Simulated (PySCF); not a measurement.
# C6H15NSn (SnHMe2(pyrrolidide)): the cost of one run

Computed with PySCF 2.14.0, with density-fitted response routines of our own, on a single molecule in the gas phase. Atoms are numbered from 0 throughout.

## 1. The starting structure

23 atoms, charge 0, multiplicity 1; geometry from: GFN2-xTB. The atoms were then displaced at random by about 0.03 Å, so the start is not that level's minimum.

Bonds of the start (Å): Sn0–H1 1.69, Sn0–C2 2.08, Sn0–C6 2.28, Sn0–N10 2.02, C2–H3 1.16, C2–H4 1.10, C2–H5 1.10, C6–H7 1.06, C6–H8 1.03, C6–H9 1.08, N10–C11 1.40, N10–C14 1.48, C11–C12 1.65, C11–H15 1.11, C11–H16 1.06, C12–C13 1.51, C12–H17 1.06, C12–H18 1.09, C13–C14 1.57, C13–H19 1.09, C13–H20 1.11, C14–H21 1.14, C14–H22 1.19.

## 2. Relaxing the molecule at PBE0-D3(BJ)/def2-SVP

What the job is given:

```
{"job": {"xc": "PBE0", "basis": "def2-SVP", "d3": "d3bj", "grid": 1, "maxiter": 40, "shake": 0.03, "kind": "geom"}, "charge": 0, "multiplicity": 1}
Sn     0.850400     0.978150     0.841580
H      0.638760     1.089310     2.516420
C      2.783400     1.357650     0.166620
H      3.297900     2.334970     0.527780
H      2.904270     1.317250    -0.921330
H      3.465150     0.601800     0.596320
C     -0.552920     2.508060    -0.106740
H     -1.547370     2.404540     0.245610
H     -0.579820     2.389370    -1.125910
H     -0.254480     3.511450     0.147720
N      0.407700    -0.955590     0.478060
C     -0.681270    -1.573750     1.111290
C     -1.968240    -1.370690     0.104260
C     -1.266320    -1.259530    -1.223280
C      0.272050    -1.381100    -0.929130
H     -0.880440    -1.117910     2.103240
H     -0.457950    -2.607630     1.199080
H     -2.462960    -0.477340     0.402890
H     -2.575880    -2.267980     0.190840
H     -1.596310    -2.034980    -1.915810
H     -1.507370    -0.304830    -1.728260
H      0.652190    -2.447170    -1.042120
H      0.916780    -0.704400    -1.660880
```

On the command line:

```sh
$ OMP_NUM_THREADS=1 python probes_run.py task.json out
```

This one command runs all jobs of the session in turn.

Q: Estimate the wall time and peak memory of this first job on 1 thread of Arm Neoverse V1, shared host.

About 2.7 min, with a peak of 0.91 GiB.
